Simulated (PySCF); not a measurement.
# C5H9BN2: electronic excitations

What electronic excitations should C5H9BN2 (`C=C1C=CB(N)NC1`) show?

Programs: PySCF 2.14.0, with density-fitted response routines of our own. Each step states its level of theory. These are calculated values for one molecule in the gas phase, unless marked as measured. Atoms count from 0, in the outputs and in this text.

## Step 1: Starting geometry

17 atoms, charge 0, multiplicity 1; geometry from: GFN2-xTB.

Bonds of the start (Å): C0–C1 1.34, C1–C2 1.45, C2–C3 1.34, C3–B4 1.56, B4–N5 1.41, B4–N6 1.40, N6–C7 1.44, C7–C1 1.51, C0–H8 1.08, C0–H9 1.08, C2–H10 1.08, C3–H11 1.08, N5–H12 1.00, N5–H13 1.00, N6–H14 1.01, C7–H15 1.10, C7–H16 1.11.

## Step 2: Ultraviolet spectrum: B3LYP/def2-SVPD

The job: settings as JSON, then the geometry in Å.

```
{"job": {"kind": "uv", "xc": "B3LYP", "basis": "def2-SVPD", "nstates": 8, "ntriplets": 3}, "charge": 0, "multiplicity": 1}
C     -2.695887     0.427401     0.262259
C     -1.372031     0.270369     0.336373
C     -0.479761     1.403148     0.183006
C      0.850302     1.279005     0.113976
B      1.505583    -0.132471     0.173737
N      2.889496    -0.328887     0.017274
N      0.629793    -1.209847     0.371792
C     -0.789420    -1.096156     0.614428
H     -3.377595    -0.400438     0.363968
H     -3.139015     1.394747     0.099600
H     -0.969452     2.368057     0.106003
H      1.444950     2.176161    -0.008586
H      3.332063    -1.230128     0.032762
H      3.530407     0.424356    -0.150067
H      0.963423    -2.158308     0.445406
H     -1.327121    -1.837282     0.006208
H     -1.002734    -1.337697     1.671412
```

Method: TDDFT B3LYP/def2-SVPD, vertical, gas phase, core orbitals frozen in the response.

The run is started by

```console
$ OMP_NUM_THREADS=1 python probes_run.py task.json out
```

One launch serves the whole session: the jobs run in the order shown.

Output:

```text
coarse grid: 14224 points
cycle   1  E = -330.0023341888  dE =  1.094e+00  |g| = 6.061e-01  |ddm| = 1.102e+01
cycle   2  E = -329.9382239889  dE =  6.411e-02  |g| = 8.016e-01  |ddm| = 2.955e+00
cycle   3  E = -330.0939444226  dE = -1.557e-01  |g| = 1.115e-01  |ddm| = 1.558e+00
cycle   4  E = -330.0966585136  dE = -2.714e-03  |g| = 5.200e-02  |ddm| = 3.469e-01
cycle   5  E = -330.0973528310  dE = -6.943e-04  |g| = 1.777e-02  |ddm| = 1.273e-01
cycle   6  E = -330.0974326613  dE = -7.983e-05  |g| = 3.706e-03  |ddm| = 3.688e-02
cycle   7  E = -330.0974359172  dE = -3.256e-06  |g| = 9.214e-04  |ddm| = 1.547e-02
final grid: 137584 points
cycle   8  E = -330.1533439717  dE = -5.370e-05  |g| = 6.964e-03  |ddm| = 3.133e-01
cycle   9  E = -330.1533343916  dE =  9.580e-06  |g| = 9.385e-03  |ddm| = 4.336e-02
cycle  10  E = -330.1533558402  dE = -2.145e-05  |g| = 1.458e-03  |ddm| = 2.110e-02
cycle  11  E = -330.1533563735  dE = -5.333e-07  |g| = 2.457e-04  |ddm| = 2.977e-03
cycle  12  E = -330.1533563839  dE = -1.038e-08  |g| = 1.473e-04  |ddm| = 6.950e-04
cycle  13  E = -330.1533563892  dE = -5.354e-09  |g| = 3.084e-05  |ddm| = 3.080e-04
cycle  14  E = -330.1533563894  dE = -1.817e-10  |g| = 1.536e-05  |ddm| = 1.091e-04
converged SCF energy = -330.1533563894

Static polarisability (au): isotropic 92.775, principal 58.764 84.076 135.483

Singlet excitations
state   eV       nm        f      main configurations
  1   4.2148    294.2   0.03394   H->L 0.82, H-1->L 0.16
  2   5.1017    243.0   0.00548   H->L+1 0.92
  3   5.1442    241.0   0.44455   H-1->L 0.80, H->L 0.14
  4   5.7195    216.8   0.00335   H-1->L+1 0.80, H->L+2 0.15
  5   5.8453    212.1   0.00052   H->L+2 0.82, H-1->L+1 0.12
  6   6.0116    206.2   0.03118   H->L+3 0.67, H-2->L 0.30
  7   6.0814    203.9   0.00382   H-3->L 0.43, H-2->L 0.29, H->L+3 0.19
  8   6.1271    202.4   0.00216   H->L+4 0.85

Triplet excitations (Tamm-Dancoff, eV): 2.8437 4.1965 4.8262
```

Wall time 90 s (1 thread of Arm Neoverse N1, shared host); peak memory 0.94 GiB.

Frontier orbitals and where they lie:

```tsv
orbital	eV	atoms
HOMO−3	-8.50	C3 14 %, B4 13 %, C1 13 %
HOMO−2	-8.36	C1 15 %, C2 13 %, C3 13 %
HOMO−1	-6.56	N5 34 %, N6 17 %, C3 8 %
HOMO	-5.86	N6 24 %, C0 18 %, C3 13 %
LUMO	-1.12	C3 22 %, C0 20 %, C2 16 %
LUMO+1	0.07	B4 44 %, H12 11 %, H14 11 %
LUMO+2	0.79	C0 17 %, C7 13 %, H15 9 %
```

With each of the 8 states as a Gaussian band of 0.4 eV half-width at 1/e, the curve within the window shown has maxima at 241 nm (ε 18,000) L/(mol cm). Beyond the last state computed it falls off for lack of states. The curve at chosen wavelengths:

```
 nm  ε (L/mol/cm)
193           561
199          1189
205          1680
211          2070
217          3337
223          6628
229         11685
235         16369
241         18255
247         16629
253         12735
259          8468
265          5117
271          3049
277          2031
283          1641
289          1520
295          1447
301          1326
307          1144
313           926
319           705
325           509
331           350
337           230
343           146
```

Leading natural transition orbitals of singlet state 3: the hole lies on N5 30 %; C0, C3 about 15 % each; C1, C2 about 8 % each; the particle on C3 20 %; C0, C2 about 15 % each; C1 10 %.

Leading natural transition orbitals of singlet state 1: the hole lies on N6 46 %; N5 10 %; H16 8 %; the particle on C3 22 %; C0, C2 about 16 % each; C1 11 %.

Ground-state properties from the same run:

```tsv
property	computed
dipole moment (D)	1.46
polarisability (Å³)	13.75
HOMO–LUMO gap (eV)	4.74
−ε(HOMO) (eV)	5.86
```

Orbitals, density, ELF and potential are computed afterwards from the orbital file.

Frontier orbitals at B3LYP/def2-SVPD, with the share of their density that lies nearest to each atom:

```tsv
orbital	energy (eV)	lies on
HOMO	-5.86	N6 25 %; C0 19 %; C3 14 %
LUMO	-1.12	C0, C3 about 19 % each; C2 15 %; C1 12 %
```

ELF in a plane through or near 15 of the atoms.

Ten even steps from ' ' (0.00) to '@' (1.00):
```
                                                        
                                                        
                                                        
                    ....                                
                  --##%%==    --++==..                  
                  **@@@@%%..::%%@@%%--                  
          ==--    ==@@@@%%==++%%@@%%::  ..****..        
        **@@@@**    ++++::##==--++==  ..@@@@@@##        
        **@@@@%%==::++%%++**++**%%++::++@@@@@@##..      
        ::####::##**::==**::--%%**--##==**@@%%--        
        ::####--##++==::++..::**::..%%::--**++          
        **@@@@##++--**@@%%++==%%@@++++++@@@@@@--        
        ##@@@@++  ..**++::**--==++--  ==@@@@@@##        
        ..==--    --%%@@****++##@@@@::  ++@@@@--        
                ..%%@@@@@@----@@@@@@##    ::--          
                ::%%@@@@%%..  ##@@@@%%                  
                  ==%%%%==    ::##%%--                  
                                                        
                                                        
                                                        
```
The map spans 12.2 Å across and 9.9 Å up, centred on the molecule. Atoms in the plane (x, y in Å): C0 (2.7, -0.1), C1 (1.4, -0.1), C2 (0.6, -1.3), C3 (-0.7, -1.4), B4 (-1.5, 0.0), N5 (-2.9, 0.0), N6 (-0.8, 1.1), C7 (0.7, 1.2), H8 (3.3, 0.8), H9 (3.3, -1.1), H10 (1.2, -2.3), H11 (-1.2, -2.3), H12 (-3.5, 0.8), H13 (-3.5, -0.9), H14 (-1.2, 2.0).

log10 of the density (e/Å³) in the same plane.

Values, 10 rows by 14 columns:
```
-4.0 -4.0 -4.0 -4.0 -4.0 -4.0 -4.0 -4.0 -4.0 -4.0 -4.0 -4.0 -4.0 -4.0
-4.0 -4.0 -4.0 -4.0 -4.0 -3.4 -3.4 -3.3 -3.1 -3.5 -4.0 -4.0 -4.0 -4.0
-4.0 -4.0 -4.0 -3.4 -2.6 -1.5 -1.5 -1.8 -1.5 -2.1 -3.1 -3.6 -4.0 -4.0
-4.0 -3.6 -2.4 -1.7 -1.8 -0.2  0.1 -0.3  0.0 -1.3 -1.7 -1.9 -3.1 -4.0
-4.0 -2.9 -1.2  0.4 -0.3 -0.1  0.5  0.0  0.1 -0.5  0.1 -0.3 -2.3 -3.8
-4.0 -2.9 -1.2  0.4  0.3  0.6 -0.3 -0.5  0.5  0.3  1.4 -0.6 -2.3 -3.8
-4.0 -3.1 -1.6 -0.5 -1.1 -0.3  1.4  0.3  0.1 -0.9 -0.2 -0.6 -2.4 -4.0
-4.0 -4.0 -3.1 -2.5 -1.8 -0.4 -0.2 -0.6  0.1 -1.1 -1.9 -2.1 -3.3 -4.0
-4.0 -4.0 -4.0 -3.8 -2.6 -1.7 -1.6 -2.1 -1.6 -2.2 -3.1 -3.7 -4.0 -4.0
-4.0 -4.0 -4.0 -4.0 -4.0 -3.4 -3.4 -3.7 -3.5 -3.8 -4.0 -4.0 -4.0 -4.0
```
The map spans 12.2 Å across and 9.9 Å up, centred on the molecule. Atoms in the plane (x, y in Å): C0 (2.7, -0.1), C1 (1.4, -0.1), C2 (0.6, -1.3), C3 (-0.7, -1.4), B4 (-1.5, 0.0), N5 (-2.9, 0.0), N6 (-0.8, 1.1), C7 (0.7, 1.2), H8 (3.3, 0.8), H9 (3.3, -1.1), H10 (1.2, -2.3), H11 (-1.2, -2.3), H12 (-3.5, 0.8), H13 (-3.5, -0.9), H14 (-1.2, 2.0).

On the surface of density 0.002 e/bohr³ the electrostatic potential runs, from the 1st to the 99th percentile, from -0.84 V near N5 to 1.54 V near H12.

## Step 3: Summary of results

| quantity | value |
| --- | --- |
| lowest singlet (B3LYP/def2-SVPD) | 4.21 eV (294 nm), f = 0.034 |
| brightest single state of those computed | state 3, 5.14 eV, f = 0.445 |
| lowest triplet | 2.84 eV |
| surface potential, 1st and 99th percentile | -0.84 V and 1.54 V |

What this shows: The lowest singlet, at 4.21 eV, is HOMO→LUMO 0.82, HOMO−1→LUMO 0.16 and is weak; of the 8 states computed, the strongest absorption comes from state 3 at 5.14 eV. The lowest triplet lies 1.37 eV below the lowest singlet (triplets in Tamm-Dancoff, singlets in full TDDFT). By nearest atom (B3LYP/def2-SVPD), the HOMO sits on N6 25 %; C0 19 % and the LUMO on C0, C3 about 19 % each; C2 15 %.
